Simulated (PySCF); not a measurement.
# C5H9OP: the cost of one run

Programs: PySCF 2.14.0, with density-fitted response routines of our own. Each step states its level of theory. These are calculated values for one molecule in the gas phase, unless marked as measured. Atoms count from 0, in the outputs and in this text.

## (1) Starting geometry

16 atoms, charge 0, multiplicity 1; geometry from: GFN2-xTB.

Bonds of the start (Å): C0–C1 1.32, C1–P2 1.82, P2–C3 1.84, P2–O4 1.47, P2–C5 1.82, C5–C6 1.32, C0–H7 1.08, C0–H8 1.08, C1–H9 1.08, C3–H10 1.09, C3–H11 1.09, C3–H12 1.09, C5–H13 1.08, C6–H14 1.08, C6–H15 1.08.

## (2) TDDFT and polarisability: PBE0/def2-SVPD

Job settings and geometry (Å):

```
{"job": {"kind": "uv", "xc": "PBE0", "basis": "def2-SVPD", "nstates": 8, "ntriplets": 3}, "charge": 0, "multiplicity": 1}
C     -1.642120     1.938537     0.509068
C     -1.248327     0.927302    -0.243736
P      0.002562    -0.214935     0.414057
C     -0.742321    -1.880957     0.205649
O      0.435155     0.076787     1.783993
C      1.327691    -0.150875    -0.827548
C      2.544695     0.184701    -0.439492
H     -1.228119     2.054085     1.498786
H     -2.369649     2.667056     0.187864
H     -1.622390     0.756729    -1.242891
H     -1.600199    -1.947320     0.872605
H     -0.000501    -2.617507     0.509582
H     -1.052160    -2.065554    -0.818404
H      1.077713    -0.372652    -1.854951
H      3.382076     0.257320    -1.115144
H      2.728293     0.396228     0.602494
```

Method: TDDFT PBE0/def2-SVPD, vertical, gas phase, core orbitals frozen in the response.

Launch:

```
$ OMP_NUM_THREADS=1 python probes_run.py task.json out
```

This one command runs all jobs of the session in turn.

**Question.** How long does this job take on 1 thread of Intel Xeon Platinum 8488C, shared host, and how much memory does it need?

About 46 s, with a peak of 0.87 GiB.
